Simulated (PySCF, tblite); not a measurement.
# C3H5F2OS2Si radical: geometry, infrared bands and EPR parameters

What infrared bands and EPR parameters should C3H5F2OS2Si radical (`FC(F)O[C@@H]1[CH]S[SiH2]S1`) show?

Programs: tblite 0.8.0 and PySCF 2.14.0, with density-fitted response routines of our own. Each step states its level of theory. These are calculated values for one molecule in the gas phase, unless marked as measured. Atoms count from 0, in the outputs and in this text.

## (1) The starting structure

14 atoms, charge 0, multiplicity 2; geometry from: force field or distance geometry start.

Bonds of the start (Å): F0–C1 1.35, C1–F2 1.33, C1–O3 1.42, O3–C4 1.40, C4–C5 1.50, C5–S6 1.74, S6–Si7 2.15, Si7–S8 2.13, S8–C4 1.83, C1–H9 1.11, C4–H10 1.10, C5–H11 1.08, Si7–H12 1.49, Si7–H13 1.48.

## (2) Optimising the geometry with GFN2-xTB

What the job is given:

```
{"job": {"kind": "relax", "xc": "GFN2-xTB", "basis": "xTB"}, "charge": 0, "multiplicity": 2}
F     -2.360000    -1.373000    -0.121600
C     -2.264500    -0.245900     0.621400
F     -2.889300     0.743500    -0.017800
O     -0.896000     0.095400     0.750700
C     -0.270300     0.216500    -0.500300
C      0.517100    -1.031000    -0.789900
S      2.169700    -1.222900    -0.278000
Si     2.562000     0.804600     0.303800
S      0.806000     1.692300    -0.515300
H     -2.721600    -0.410800     1.615000
H     -1.001000     0.366800    -1.314500
H     -0.000700    -1.891200    -1.199300
H      2.567100     0.932500     1.786600
H      3.780800     1.322700    -0.362900
```

On the command line:

```
OMP_NUM_THREADS=1 python probes_run.py task.json out
```

The driver reads the jobs from task.json and runs them one after another.

Standard output:

```text
step      E/eV     max force
  0    -835.92893    2.441
  1    -836.10388    0.758
  2    -836.14399    0.546
  3    -836.15498    0.334
  4    -836.16896    0.244
  5    -836.17594    0.288
  6    -836.18411    0.267
  7    -836.18859    0.156
  8    -836.19268    0.186
  9    -836.19609    0.178
 10    -836.19963    0.173
 11    -836.20299    0.162
 12    -836.20611    0.156
 13    -836.20848    0.129
 14    -836.21006    0.116
 15    -836.21111    0.095
 16    -836.21199    0.072
 17    -836.21295    0.095
 18    -836.21403    0.097
 19    -836.21515    0.121
 20    -836.21631    0.104
 21    -836.21759    0.101
 22    -836.21901    0.109
 23    -836.22041    0.097
 24    -836.22150    0.103
 25    -836.22226    0.072
 26    -836.22295    0.076
 27    -836.22382    0.093
 28    -836.22490    0.096
 29    -836.22606    0.119
 30    -836.22719    0.112
 31    -836.22827    0.092
 32    -836.22935    0.090
 33    -836.23046    0.108
 34    -836.23153    0.118
 35    -836.23253    0.103
 36    -836.23354    0.106
 37    -836.23452    0.098
 38    -836.23531    0.088
 39    -836.23585    0.063
 40    -836.23624    0.061
 41    -836.23660    0.064
 42    -836.23689    0.105
 43    -836.23732    0.070
 44    -836.23768    0.049
 45    -836.23823    0.052
 46    -836.23853    0.059
 47    -836.23926    0.089
 48    -836.24000    0.111
 49    -836.24091    0.113
 50    -836.24179    0.095
 51    -836.24272    0.075
 52    -836.24377    0.090
 53    -836.24497    0.102
 54    -836.24641    0.088
 55    -836.24797    0.103
 56    -836.24961    0.101
 57    -836.25128    0.098
 58    -836.25282    0.076
 59    -836.25368    0.070
 60    -836.25417    0.069
 61    -836.25449    0.036
 62    -836.25488    0.043
 63    -836.25525    0.065
 64    -836.25584    0.079
 65    -836.25643    0.066
 66    -836.25699    0.057
 67    -836.25736    0.046
 68    -836.25754    0.030
 69    -836.25765    0.023
 70    -836.25775    0.025
 71    -836.25787    0.024
 72    -836.25799    0.028
 73    -836.25808    0.022
 74    -836.25812    0.018
 75    -836.25816    0.015
 76    -836.25821    0.019
 77    -836.25826    0.026
 78    -836.25832    0.023
 79    -836.25839    0.020
 80    -836.25847    0.017
 81    -836.25854    0.020
 82    -836.25863    0.026
 83    -836.25875    0.029
 84    -836.25892    0.029
 85    -836.25911    0.033
 86    -836.25931    0.032
 87    -836.25952    0.034
 88    -836.25978    0.041
 89    -836.26014    0.047
 90    -836.26052    0.048
 91    -836.26084    0.048
 92    -836.26107    0.068
 93    -836.26129    0.044
 94    -836.26147    0.032
 95    -836.26163    0.023
 96    -836.26171    0.018
 97    -836.26176    0.016
 98    -836.26180    0.015
 99    -836.26184    0.018
100    -836.26188    0.019
101    -836.26193    0.026
102    -836.26198    0.022
103    -836.26204    0.017
104    -836.26208    0.018
105    -836.26213    0.014
106    -836.26216    0.010
107    -836.26217    0.008
```

It took 1 s on 1 thread of Arm Neoverse V1, shared host; peak memory 0.18 GiB.

Relaxation path: (not every step is listed)

| step | energy from step 0 (eV) | largest force (eV/Å) |
| --- | --- | --- |
| 0 | 0.0000 | 2.4412 |
| 1 | -0.1749 | 0.7582 |
| 2 | -0.2151 | 0.5457 |
| 3 | -0.2260 | 0.3345 |
| 4 | -0.2400 | 0.2440 |
| 5 | -0.2470 | 0.2876 |
| 6 | -0.2552 | 0.2671 |
| 7 | -0.2597 | 0.1557 |
| 8 | -0.2637 | 0.1857 |
| 17 | -0.2840 | 0.0955 |
| 26 | -0.2940 | 0.0756 |
| 35 | -0.3036 | 0.1032 |
| 44 | -0.3087 | 0.0494 |
| 53 | -0.3160 | 0.1024 |
| 62 | -0.3259 | 0.0427 |
| 71 | -0.3289 | 0.0245 |
| 80 | -0.3295 | 0.0173 |
| 89 | -0.3312 | 0.0473 |
| 98 | -0.3329 | 0.0153 |
| 102 | -0.3330 | 0.0218 |
| 103 | -0.3331 | 0.0171 |
| 104 | -0.3331 | 0.0181 |
| 105 | -0.3332 | 0.0143 |
| 106 | -0.3332 | 0.0103 |
| 107 | -0.3332 | 0.0081 |

Distances of close pairs at the start and the end, largest changes first:

| bond | before (Å) | after (Å) | change (Å) |
| --- | --- | --- | --- |
| C1–O3 | 1.416 | 1.333 | -0.084 |
| O3–C4 | 1.404 | 1.458 | +0.054 |
| C4–C5 | 1.503 | 1.454 | -0.050 |
| S6–Si7 | 2.145 | 2.187 | +0.041 |
| C5–S6 | 1.741 | 1.703 | -0.037 |
| Si7–H12 | 1.488 | 1.452 | -0.036 |
| Si7–H13 | 1.483 | 1.447 | -0.036 |
| C4–S8 | 1.827 | 1.851 | +0.024 |

The final coordinates are the input of the step that follows.

## (3) Infrared spectrum with GFN2-xTB

What the job is given:

```
{"job": {"kind": "ir", "xc": "GFN2-xTB", "basis": "xTB"}, "charge": 0, "multiplicity": 2}
F     -1.992225    -1.522262     0.492806
C     -1.972533    -0.193508     0.771529
F     -2.933503     0.336486    -0.025123
O     -0.777112     0.362084     0.575797
C     -0.242123     0.273643    -0.777533
C      0.466296    -0.969573    -1.033035
S      1.877258    -1.336226    -0.152154
Si     2.279441     0.725197     0.455988
S      0.900744     1.728396    -0.822237
H     -2.271153    -0.052770     1.821737
H     -1.038351     0.461277    -1.500979
H      0.110457    -1.697070    -1.734502
H      1.964098     0.843333     1.868676
H      3.628027     1.040520     0.036863
```

Standard output:

```text
mode    cm-1     km/mol
  1      26.4      0.70
  2      57.1      3.51
  3      77.1      2.48
  4     131.6      3.50
  5     175.2      8.76
  6     239.4      7.43
  7     292.2      2.03
  8     304.2      2.37
  9     354.5      6.11
 10     447.7     28.88
 11     475.3      2.70
 12     477.8     18.53
 13     490.0     62.44
 14     504.1     23.92
 15     533.0     14.50
 16     580.2      9.22
 17     640.9    199.75
 18     660.8     81.71
 19     724.8    202.74
 20     735.8     16.28
 21     802.3     62.48
 22     862.1     73.66
 23     971.3    232.81
 24    1020.8    123.49
 25    1080.8     33.08
 26    1134.7    353.08
 27    1154.8     24.94
 28    1223.5      2.84
 29    1239.5     20.59
 30    1265.0     13.55
 31    1284.7     79.53
 32    2350.7    172.40
 33    2403.2    138.34
 34    2929.2     19.03
 35    2973.8      4.40
 36    3156.7      0.05
```

Run time: 0.67 s. Hardware: 1 thread of Arm Neoverse V1, shared host; peak memory 0.18 GiB.

The strongest bands and the atoms that carry them (share of the mass-weighted mode):

```csv
cm⁻¹,km/mol,atoms
641,199.8,"H12 30 %, H13 21 %, C4 16 %"
661,81.7,"C4 37 %, O3 16 %, C5 14 %"
725,202.7,"H12 49 %, H13 45 %"
971,232.8,"C1 64 %, F0 19 %, F2 13 %"
1021,123.5,"C1 53 %, F2 17 %, F0 12 %"
1135,353.1,"C1 45 %, O3 43 %"
2351,172.4,H12 96 %
2403,138.3,H13 97 %
```

## (4) EPR parameters: B3LYP/pcH-1

The job, as its differences from that of step 3:

```diff
@@ -1,2 +1,2 @@
-{"job": {"kind": "ir", "xc": "GFN2-xTB", "basis": "xTB"}, "charge": 0, "multiplicity": 2}
+{"job": {"kind": "epr", "basis": "pcH-1"}, "charge": 0, "multiplicity": 2}
 F     -1.992225    -1.522262     0.492806
```

Level: UKS B3LYP, pcH-1 on C F H O S Si, non-relativistic, mean-field spin-orbit, GIAO.

Standard output:

```text
UKS, coarse grid
  cycle   1  E = -1477.98792852  |g| = 6.87e-01
  cycle   2  E = -1477.83220948  |g| = 9.94e-01
  cycle   3  E = -1478.13782632  |g| = 5.04e-02
  cycle   4  E = -1478.13840756  |g| = 3.12e-02
  cycle   5  E = -1478.13880830  |g| = 1.07e-02
  cycle   6  E = -1478.13885955  |g| = 4.26e-03
  cycle   7  E = -1478.13886895  |g| = 1.49e-03
  cycle   8  E = -1478.13887043  |g| = 5.95e-04
UKS, final grid
  cycle   1  E = -1478.13890068  |g| = 7.91e-04
  cycle   2  E = -1478.13890029  |g| = 1.21e-03
  cycle   3  E = -1478.13890100  |g| = 1.15e-04
  cycle   4  E = -1478.13890101  |g| = 3.26e-05
  cycle   5  E = -1478.13890101  |g| = 1.88e-05
E = -1478.13890101 Eh   <S^2> = 0.7545 (exact 0.7500)
g shifts (ppm)      1          2          3
  rmc          -187       -187       -187
  gc              7         28         37
  oz_so        -557       4901       5149
  total        -735       4743       4999
hyperfine (MHz)  atom isotope    a_iso     a_fc   dipolar eigenvalues
    0   19F      11.09      11.06    -14.95    -14.34     29.29
    1   13C      -1.82      -1.82     -0.73     -0.34      1.06
    2   19F      -1.79      -1.80     -1.91     -0.43      2.33
    3   17O     -16.99     -17.00    -16.75      8.26      8.49
    4   13C     -28.80     -28.80     -2.71      0.42      2.29
    5   13C      77.93      77.68    -68.65    -67.46    136.11
    6   33S       8.17       8.47    -22.37    -18.53     40.90
    7  29Si      -9.71      -9.80     -4.30      2.09      2.21
    8   33S       8.45       8.48     -7.17     -6.24     13.41
    9    1H       7.23       7.23     -1.32     -0.99      2.31
   10    1H       0.30       0.31     -5.84     -3.33      9.16
   11    1H     -54.06     -54.14    -31.88     -1.63     33.52
   12    1H       8.47       8.47     -1.47     -1.26      2.73
   13    1H       6.59       6.60     -2.04     -0.64      2.68
```

Run time: 2.6 min. Hardware: 1 thread of Arm Neoverse V1, shared host; peak memory 1.1 GiB.

Principal g values 2.00158, 2.00706, 2.00732; g(iso) = 2.00532, against 2.00232 for a free electron.

Hyperfine couplings, nucleus by nucleus at this fixed geometry (no averaging over rotations):

```
nuclei  isotope  a(iso) (MHz)  a(iso) (G, at g = 2.0023)  largest dipolar term (MHz)
    C5      13C          77.9                       27.8                       136.1
   H11       1H         -54.1                      -19.3                        33.5
    C4      13C         -28.8                      -10.3                        -2.7
    O3      17O         -17.0                       -6.1                       -16.8
    F0      19F          11.1                        4.0                        29.3
   Si7     29Si          -9.7                       -3.5                        -4.3
   H12       1H           8.5                        3.0                         2.7
    S8      33S           8.4                        3.0                        13.4
    S6      33S           8.2                        2.9                        40.9
    H9       1H           7.2                        2.6                         2.3
   H13       1H           6.6                        2.4                         2.7
    C1      13C          -1.8                       -0.6                         1.1
    F2      19F          -1.8                       -0.6                         2.3
   H10       1H           0.3                        0.1                         9.2
```

Mulliken spin populations:

F0 0.00; C1 -0.01; F2 0.00; O3 0.04; C4 -0.02; C5 0.76; S6 0.18; Si7 0.02; S8 0.06; H9 0.00; H10 0.00; H11 -0.04; H12 0.00; H13 0.00

In first order the couplings over 0.8 MHz of 1H, 19F give 64 distinct lines over 31.9 G.

Orbitals, density, ELF and potential are computed afterwards from the orbital file.

ELF in a plane through or near 5 of the atoms.

Ten even steps from '0' (0.00) to '9' (1.00):
```
0000000000000000000000000000
0000000000000000000000000000
0000000000000000000000000000
0000000146520000000000000000
0000000599980000015520000000
0000000799990000059992000000
0000001799990033079991000000
0004775446850487369950000000
0018999266120488725310000000
0019999322330167642310000000
0007997447731221024210000000
0002331157545673014310000000
0000000256672554001200000000
0000000355456798100000000000
0000000232127999300000000000
0000000000006999400000000000
0000000000002787000000000000
0000000000000000000000000000
0000000000000000000000000000
0000000000000000000000000000
```
The map spans 12.7 Å across and 9.9 Å up, centred on the molecule. Atoms in the plane (x, y in Å): C1 (2.0, 0.7), C5 (-0.3, -1.4), H9 (2.3, 1.7), H11 (0.1, -2.4), H12 (-2.0, 1.9).

log10 of the density (e/Å³) in the same plane.

Ten even steps from '0' (-4.0) to '9' (1.4):
```
0000000000000000000000000000
0000000000000000000000000000
0000000111110000000000000000
0000001233321100111110000000
0000012344432111233321000000
0001223456653333445543100000
0012234567754455567653200000
0013455677654567677764210000
0123566698655678789764310000
0124566687665577777764310000
0023455666666666567654310000
0012344566667776556653200000
0001233456678976444442000000
0000123445567776432210000000
0000012344456776431000000000
0000001223345565321000000000
0000000112233444210000000000
0000000000012222100000000000
0000000000000000000000000000
0000000000000000000000000000
```
The map spans 12.7 Å across and 9.9 Å up, centred on the molecule. Atoms in the plane (x, y in Å): C1 (2.0, 0.7), C5 (-0.3, -1.4), H9 (2.3, 1.7), H11 (0.1, -2.4), H12 (-2.0, 1.9).

On the surface of density 0.002 e/bohr³ the electrostatic potential runs, from the 1st to the 99th percentile, from -0.77 V near O3 to 1.73 V near Si7.

The spin density lies nearest to C5 53 %; S6 20 %; H11 8 %.

## (5) What came out

| quantity | value |
| --- | --- |
| strongest single infrared mode (GFN2-xTB) | 1135 cm⁻¹, 353 km/mol |
| zero-point energy (GFN2-xTB) | 48.3 kcal/mol |
| g(iso) (B3LYP) | 2.00532 |
| ⟨S²⟩ | 0.754 (exact 0.75) |
| largest a(iso) | 13C on C5, 77.9 MHz |
| surface potential, 1st and 99th percentile | -0.77 V and 1.73 V |

Relaxing lowered the energy by 0.333 eV in 107 steps; the close pair that moved most is C1–O3, from 1.416 to 1.333 Å. All 36 modes are real, so the xTB geometry is a minimum. The strongest single mode, at 1135 cm⁻¹, moves mainly C1 and O3. Unscaled tight-binding wavenumbers are off by several per cent, some by more. Its intensities can rank the bands wrongly. Most of the unpaired spin sits on C5 (0.76 e). The isotropic g lies 3.0 ppt above the free-electron value.
